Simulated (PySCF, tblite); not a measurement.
# C₅H₁₄OSi₂: geometry, infrared bands and NMR shifts

What infrared bands and NMR shifts should C₅H₁₄OSi₂ (`C[SiH2]CCC(=O)C[SiH3]`) show?

Computed with tblite 0.8.0 and PySCF 2.14.0, with density-fitted response routines of our own, on a single molecule in the gas phase. Atoms count from 0, in the outputs and in this text.

**1. The starting structure**

22 atoms, charge 0, multiplicity 1; geometry from: force field or distance geometry start.

Bonds of the start (Å): C0–Si1 1.85, Si1–C2 1.87, C2–C3 1.48, C3–C4 1.49, C4–O5 1.22, C4–C6 1.50, C6–Si7 1.85, C0–H8 1.10, C0–H9 1.12, C0–H10 1.12, Si1–H11 1.46, Si1–H12 1.48, C2–H13 1.12, C2–H14 1.13, C3–H15 1.11, C3–H16 1.12, C6–H17 1.12, C6–H18 1.14, Si7–H19 1.49, Si7–H20 1.49, Si7–H21 1.46.

**2. Relaxing the molecule with GFN2-xTB**

Job settings and geometry (Å):

```
{"job": {"kind": "relax", "xc": "GFN2-xTB", "basis": "xTB"}, "charge": 0, "multiplicity": 1}
C     -3.760900     0.846200     0.466900
Si    -1.916500     0.872100     0.319300
C     -1.289300    -0.344300    -0.952100
C     -0.056500    -1.062800    -0.571300
C      1.113400    -0.178100    -0.290400
O      1.048100     1.037900    -0.397800
C      2.385000    -0.880100     0.096700
Si     3.789000     0.281900     0.415500
H     -4.167400     1.868700     0.515700
H     -4.264700     0.328700    -0.389900
H     -4.094700     0.281900     1.374600
H     -1.481500     2.202400    -0.089200
H     -1.333100     0.585900     1.644200
H     -1.272700     0.107600    -1.975200
H     -2.101100    -1.125000    -1.018500
H      0.238300    -1.695800    -1.434500
H     -0.170000    -1.719500     0.324300
H      2.619300    -1.608700    -0.714300
H      2.077600    -1.466000     1.021900
H      4.999800    -0.375200    -0.146200
H      4.040000     0.432300     1.875700
H      3.587700     1.629400    -0.107100
```

Started as:

```bash
$ OMP_NUM_THREADS=1 python probes_run.py task.json out
```

This one command runs all jobs of the session in turn.

**Question.** This job is followed by: GFN2-xTB harmonic vibrations, gas phase; GIAO PBE0/pcSseg-1 NMR shielding, non-relativistic, gas phase. Predict these results of the whole session: strongest single infrared mode (GFN2-xTB); zero-point energy (GFN2-xTB); ¹³C shifts against TMS (PBE0/pcSseg-1); ¹H shifts against TMS (PBE0/pcSseg-1, means over atoms taken as alike); ²⁹Si shifts against TMS (PBE0/pcSseg-1); ¹⁷O shifts against H2O (PBE0/pcSseg-1).

The runs gave:

| quantity | value |
| --- | --- |
| strongest single infrared mode (GFN2-xTB) | 2223 cm⁻¹, 367 km/mol |
| zero-point energy (GFN2-xTB) | 106.0 kcal/mol |
| ¹³C shifts against TMS (PBE0/pcSseg-1) | 225.5, 43.7, 29.2, 10.7, -0.2 ppm |
| ¹H shifts against TMS (PBE0/pcSseg-1, means over atoms taken as alike) | 4.52, 3.89, 2.77, 2.13, 0.68, -0.12 ppm |
| ²⁹Si shifts against TMS (PBE0/pcSseg-1) | -43.8, -82.2 ppm |
| ¹⁷O shifts against H2O (PBE0/pcSseg-1) | 640.9 ppm |

In words: The optimisation took 125 steps and gained 0.595 eV; among the close pairs (by a distance rule), C6–Si7 changed most, from 1.850 to 1.912 Å. The lowest mode is slightly imaginary (16i cm⁻¹), a soft motion within the noise of the Hessian, so the minimum is not strictly shown. The strongest single mode, at 2223 cm⁻¹, moves mainly H19. Unscaled tight-binding wavenumbers are off by several per cent, some by more. Its intensities can rank the bands wrongly. The most deshielded carbon is C4 (ketone carbonyl carbon), at 225.5 ppm: low-lying n→π* states of the double bond to the heteroatom give a large paramagnetic term (-297 ppm). At PBE0/pcSseg-1: The widest tensor belongs to O5: span 1134 ppm, with a paramagnetic part of -712 ppm.
